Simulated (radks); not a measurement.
# Ionisation of Dy³⁺: one atom, several choices of exchange strength α

Aim: the ionisation energy of Dy³⁺ ([Xe] 4f9) to Dy⁴⁺ ([Xe] 4f8) for each choice of exchange strength α, and which comes nearest the tabulated value.

The numbers are computed with radks (a radial shooting solver on a logarithmic mesh, Libxc functionals) version 1 (scalar-relativistic Kohn-Sham, spin-unpolarised, spherical densities, point nucleus), except any that are marked as measured or tabulated.

### 1 The system

| Quantity | Value |
| --- | --- |
| element | dysprosium (Z = 66) |
| charge | +3 |
| electrons | 63 |
| configuration | [Xe] 4f9 |
| ion | Dy⁴⁺, [Xe] 4f8 |
| choices | α = 0.667; α = 0.817; α = 0.833; α = 0.878; α = 0.915; α = 0.981 |

The outer shells:

Dy³⁺
```
[Xe] core
4f [↑↓][↑↓][↑ ][↑ ][↑ ][↑ ][↑ ]
```

Dy⁴⁺
```
[Xe] core
4f [↑↓][↑ ][↑ ][↑ ][↑ ][↑ ][↑ ]
```

### 2 α = 0.667: Dy³⁺

Input:

```text
Z 66
configuration [Xe] 4f9
relativity scalar-relativistic
functional xalpha 0.667
spin unpolarised
nucleus point
c 137.035999084
```

### 3 α = 0.667: Dy⁴⁺

Changes since step 2:

```diff
@@ -1,3 +1,3 @@
 Z 66
-configuration [Xe] 4f9
+configuration [Xe] 4f8
 relativity scalar-relativistic
```

### 4 α = 0.817: Dy³⁺

Input:

```text
Z 66
configuration [Xe] 4f9
relativity scalar-relativistic
functional xalpha 0.817
spin unpolarised
nucleus point
c 137.035999084
```

### 5 α = 0.817: Dy⁴⁺

Changes since step 4:

```diff
@@ -1,3 +1,3 @@
 Z 66
-configuration [Xe] 4f9
+configuration [Xe] 4f8
 relativity scalar-relativistic
```

### 6 α = 0.833: Dy³⁺

Input:

```text
Z 66
configuration [Xe] 4f9
relativity scalar-relativistic
functional xalpha 0.833
spin unpolarised
nucleus point
c 137.035999084
```

### 7 α = 0.833: Dy⁴⁺

Changes since step 6:

```diff
@@ -1,3 +1,3 @@
 Z 66
-configuration [Xe] 4f9
+configuration [Xe] 4f8
 relativity scalar-relativistic
```

### 8 α = 0.878: Dy³⁺

Input:

```text
Z 66
configuration [Xe] 4f9
relativity scalar-relativistic
functional xalpha 0.878
spin unpolarised
nucleus point
c 137.035999084
```

### 9 α = 0.878: Dy⁴⁺

Changes since step 8:

```diff
@@ -1,3 +1,3 @@
 Z 66
-configuration [Xe] 4f9
+configuration [Xe] 4f8
 relativity scalar-relativistic
```

### 10 α = 0.915: Dy³⁺

Input:

```text
Z 66
configuration [Xe] 4f9
relativity scalar-relativistic
functional xalpha 0.915
spin unpolarised
nucleus point
c 137.035999084
```

### 11 α = 0.915: Dy⁴⁺

Changes since step 10:

```diff
@@ -1,3 +1,3 @@
 Z 66
-configuration [Xe] 4f9
+configuration [Xe] 4f8
 relativity scalar-relativistic
```

### 12 α = 0.981: Dy³⁺

Input:

```text
Z 66
configuration [Xe] 4f9
relativity scalar-relativistic
functional xalpha 0.981
spin unpolarised
nucleus point
c 137.035999084
```

### 13 α = 0.981: Dy⁴⁺

Changes since step 12:

```diff
@@ -1,3 +1,3 @@
 Z 66
-configuration [Xe] 4f9
+configuration [Xe] 4f8
 relativity scalar-relativistic
```

**Question.** What will these runs give? Wanted: for each run, exchange strength α; E(Dy³⁺); Δ-SCF; −ε(HOMO); <r> HOMO; error.

**Answer**, as computed:

```tsv
exchange strength α	E(Dy³⁺) (hartree)	Δ-SCF (eV)	−ε(HOMO) (eV)	<r> HOMO (bohr)	error (eV)
α = 0.667	-12141.3545	43.197	33.241	0.8078	+1.97
α = 0.817	-12197.3921	48.325	37.949	0.7844	+7.10
α = 0.833	-12203.3852	48.889	38.470	0.7820	+7.66
α = 0.878	-12220.2569	50.491	39.951	0.7755	+9.26
α = 0.915	-12234.1471	51.827	41.189	0.7704	+10.60
α = 0.981	-12258.9643	54.251	43.442	0.7614	+13.02
```

The NIST Atomic Spectra Database lists 41.2 eV (semi-empirical). Nearest is α = 0.667 (+1.97 eV off), farthest α = 0.981 (+13.02 eV). The ionisation energies span 11.05 eV, the total energies of Dy³⁺ 3200 eV: most of the change in the total cancels in the difference. α = 2/3 is LDA exchange; there is no correlation term. The central value is not crossed in this range. Spin polarisation and multiplet splitting are left out, so open shells lie too high by an amount that depends on their filling. Spin-orbit splitting is averaged out at the scalar-relativistic level.
